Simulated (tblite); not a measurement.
# C29H20: the cost of one run

Programs: tblite 0.8.0 and PySCF 2.14.0, with routines of our own; each step states its level. All values are computed. Atoms count from 0.

## Step 1: The system as given

49 atoms, charge 0, multiplicity 1; geometry from: force field, distance geometry or constructed start.

## Step 2: Relaxing the molecule with GFN2-xTB

What the job is given:

```
{"job": {"kind": "relax", "xc": "GFN2-xTB", "basis": "xTB"}, "charge": 0, "multiplicity": 1}
C      0.004900    -0.001800    -0.001600
C      1.178900     0.215000     0.005300
C      2.477100     0.441800     0.026500
C      3.316000    -0.232000    -1.005100
C      2.889400    -0.373400    -2.326700
C      3.692700    -1.010700    -3.279800
C      4.937400    -1.520300    -2.910100
C      5.377800    -1.395100    -1.588600
C      4.572300    -0.761900    -0.643000
C      3.003600     1.371700     1.065900
C      2.530700     1.345400     2.384100
C      3.044300     2.219600     3.346900
C      4.036200     3.135600     3.004600
C      4.521100     3.174700     1.689800
C      4.003300     2.305600     0.731400
C     -1.184100    -0.211800    -0.005900
C     -2.471500    -0.442300    -0.024700
C     -3.037100    -1.204100    -1.182400
C     -4.262900    -0.811700    -1.741900
C     -4.803100    -1.511600    -2.822700
C     -4.132800    -2.603800    -3.357300
C     -2.912600    -3.002800    -2.813900
C     -2.363900    -2.301100    -1.726200
C     -3.291300     0.060300     1.114500
C     -3.055500     1.333900     1.677600
C     -3.837100     1.791900     2.746400
C     -4.845600     0.997100     3.265300
C     -5.088000    -0.264400     2.724300
C     -4.312300    -0.726800     1.653700
H      1.929500     0.026200    -2.642800
H      3.355700    -1.105000    -4.305000
H      5.561000    -2.017800    -3.643300
H      6.339800    -1.799500    -1.299000
H      4.929400    -0.684600     0.386000
H      1.764500     0.639200     2.681000
H      2.671200     2.189900     4.363300
H      4.437400     3.816000     3.742800
H      5.291700     3.891900     1.414900
H      4.389100     2.353000    -0.286100
H     -4.807500     0.048400    -1.349400
H     -5.755300    -1.200500    -3.247300
H     -4.547100    -3.156300    -4.196400
H     -2.377500    -3.857500    -3.231400
H     -1.415100    -2.640500    -1.321800
H     -2.277700     1.978300     1.284200
H     -3.642400     2.778000     3.162000
H     -5.445700     1.354000     4.096200
H     -5.876600    -0.889000     3.133000
H     -4.511200    -1.718300     1.254500
```

Run with:

```console
$ OMP_NUM_THREADS=2 python large_run.py task.json out
```

This one command runs all jobs of the session in turn.

**Question.** How long does this first job take on 2 threads of Arm Neoverse N1, shared host, and how much memory does it need?

About 7.1 s, with a peak of 0.18 GiB.
